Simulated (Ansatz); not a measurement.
Input of an Ansatz 0.2.0 run:

File input.yaml:

```yaml
crystal:
  lattice:
    - [3.23023, -5.57768, -0.0247]
    - [3.23023, 5.57768, -0.0247]
    - [-1.49068, 0.0, 6.3203]
  atoms:
    - { symbol: Hf, position: [0.10178, 0.10178, 0.00912] }
    - { symbol: In, position: [0.79222, 0.48204, 0.00818] }
    - { symbol: In, position: [0.48204, 0.79222, 0.00818] }
    - { symbol: In, position: [0.54472, 0.21983, 0.48398] }
    - { symbol: In, position: [0.21983, 0.54472, 0.48398] }
    - { symbol: Si, position: [0.85433, 0.85433, 0.44523] }
    - { symbol: O, position: [0.835, 0.58822, 0.38104] }
    - { symbol: O, position: [0.58822, 0.835, 0.38104] }
    - { symbol: O, position: [0.02899, 0.02899, 0.295] }
    - { symbol: O, position: [0.9792, 0.9792, 0.69555] }
    - { symbol: O, position: [0.42852, 0.14514, 0.07435] }
    - { symbol: O, position: [0.14514, 0.42852, 0.07435] }
hamiltonian:
  xc: pbe
  pseudopotentials: { kind: nc, source: spms }
kpoints:
  mp_grid: { grid: [5, 5, 4] }
scf:
  occupations: { method: fermi_dirac, width: 0.05 }
output:
  forces: true
  stress: true
  eigenvalues: true
```

Potentials or basis: SPMS NC.

The run is started by

```bash
$ ansatz run input.yaml --threads 8 --pin off --max-ram 20480MiB --backend cpu --events-out ev --progress --plain --runs-dir out
```

(1) Predict the largest force.

(2) What does it give for the band gap on the k mesh?

(3) Predict the pressure.

## Answers

(1) 0.164 eV/Å.

(2) 0.64 eV, indirect (least direct gap 0.89 eV).

(3) -0.3 GPa.

Caveat: odd divisions of the mesh miss points on the zone boundary, where band edges often lie, so the gap on the mesh can be too wide; spin-orbit coupling is left out, which moves the levels of the heavy elements.
